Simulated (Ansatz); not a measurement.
**C₈H₁₄ClNOZr: small, medium and large basis sets**

An exercise on one series of results from a longer session: the logs are not shown, and one member is left open.

Method: one geometry, several basis sets; program: Ansatz 0.2.0, Gaussian basis.

The runs, in order: PBE0-D4/def2-SVP; ωB97M-V/def2-SVP; PBE0-D4/def2-QZVPP; ωB97M-V/def2-QZVPP; the functionals' def2-TZVPP values are taken from earlier runs.

## The relaxed structure

The geometry comes from an earlier relaxation with PBE0-D4 in a triple-zeta def2 set; it is a stationary point, not always the lowest conformer. Zr takes the def2 core potential; no spin-orbit term is included.

SMILES `C[O][Zr]1234([Cl])([N](C)C)[C@H]5[C@@H]1[C@@H]2[C@@H]3[C@H]54`, 26 atoms, charge 0, spin multiplicity 1.

Atoms are counted from 1 here; the program's logs count them from 0.

Bond lengths: C1–O2 1.388 Å, C1–H13 1.095 Å, C1–H14 1.097 Å, C1–H15 1.095 Å, O2–Zr3 1.913 Å, Zr3–Cl4 2.411 Å, Zr3–N5 2.031 Å, Zr3–C8 2.522 Å, Zr3–C9 2.517 Å, Zr3–C10 2.527 Å, Zr3–C11 2.559 Å, Zr3–C12 2.564 Å, N5–C6 1.441 Å, N5–C7 1.441 Å, C6–H16 1.099 Å, C6–H17 1.101 Å, C6–H18 1.092 Å, C7–H19 1.099 Å and more. Angles: O2–C1–H13 110.2°, O2–C1–H14 111.2°, O2–C1–H15 110.5°, H13–C1–H14 108.2°, H13–C1–H15 108.2°, H14–C1–H15 108.4°, C1–O2–Zr3 157.7°, O2–Zr3–Cl4 108.5°, O2–Zr3–N5 102.9°, O2–Zr3–C8 90.1°, O2–Zr3–C9 120.3°, O2–Zr3–C10 140.6°, O2–Zr3–C11 115.8°, O2–Zr3–C12 88.1°, Cl4–Zr3–N5 104.3°, Cl4–Zr3–C8 138.6°, Cl4–Zr3–C9 125.6°, Cl4–Zr3–C10 93.7° and more.

The first run:

in.yaml reads:

```yaml
crystal:
  periodic: [false, false, false]
  atoms:
    - {symbol: C, position_ang: [-1.318674, -2.564189, -1.605802]}
    - {symbol: O, position_ang: [-0.914636, -1.263842, -1.335599]}
    - {symbol: Zr, position_ang: [0.224336, 0.144442, -0.719187]}
    - {symbol: Cl, position_ang: [0.967248, 1.416490, -2.627868]}
    - {symbol: N, position_ang: [-1.066774, 1.385944, 0.238244]}
    - {symbol: C, position_ang: [-2.438290, 1.107710, 0.580180]}
    - {symbol: C, position_ang: [-0.606268, 2.635831, 0.786674]}
    - {symbol: C, position_ang: [1.197906, -1.400831, 1.020464]}
    - {symbol: C, position_ang: [1.460283, -0.085084, 1.461301]}
    - {symbol: C, position_ang: [2.374692, 0.497144, 0.559969]}
    - {symbol: C, position_ang: [2.692196, -0.465667, -0.426709]}
    - {symbol: C, position_ang: [1.973437, -1.638007, -0.137126]}
    - {symbol: H, position_ang: [-2.363455, -2.705819, -1.308964]}
    - {symbol: H, position_ang: [-0.704964, -3.291136, -1.059652]}
    - {symbol: H, position_ang: [-1.234994, -2.776273, -2.676725]}
    - {symbol: H, position_ang: [-3.106568, 1.898488, 0.210275]}
    - {symbol: H, position_ang: [-2.583158, 1.042709, 1.669759]}
    - {symbol: H, position_ang: [-2.761996, 0.163608, 0.138171]}
    - {symbol: H, position_ang: [-1.208932, 3.476931, 0.416419]}
    - {symbol: H, position_ang: [0.429336, 2.838414, 0.495840]}
    - {symbol: H, position_ang: [-0.656735, 2.649714, 1.886842]}
    - {symbol: H, position_ang: [0.524421, -2.103983, 1.489475]}
    - {symbol: H, position_ang: [1.023424, 0.394078, 2.324732]}
    - {symbol: H, position_ang: [2.766688, 1.503045, 0.607055]}
    - {symbol: H, position_ang: [3.347979, -0.310495, -1.269905]}
    - {symbol: H, position_ang: [1.983498, -2.549219, -0.717852]}
basis:
  gaussian: {orbitals: def2-SVP}
hamiltonian: {xc: pbe0, dispersion: d4}
output: {orbitals: {seedname: orbitals}}
```

Launch:

```sh
> ansatz run in.yaml --threads 11 --pin off --events-out ev --progress --plain --max-ram 110592MiB --backend cpu
```

Steps of the session up to this table: PBE0-D4 in def2-SVP; ωB97M-V in def2-SVP; PBE0-D4 in def2-QZVPP; ωB97M-V in def2-QZVPP.

One table of the session follows, with a row left open; its other results are not shown here.

It belongs to the step «Density functionals: the series». 

```
functional       basis  HOMO (eV)
   PBE0-D4    def2-SVP      -6.15
   PBE0-D4  def2-TZVPP      -6.19
   PBE0-D4  def2-QZVPP      -6.21
   ωB97M-V    def2-SVP      -8.31
   ωB97M-V  def2-TZVPP          ?
   ωB97M-V  def2-QZVPP      -8.37
```

Q: Estimate the row for ωB97M-V, def2-TZVPP from the others.

**Answer.** HOMO (eV): -8.35. In the column «HOMO (eV)» it lies between ωB97M-V, def2-QZVPP (-8.37) and ωB97M-V, def2-SVP (-8.31).
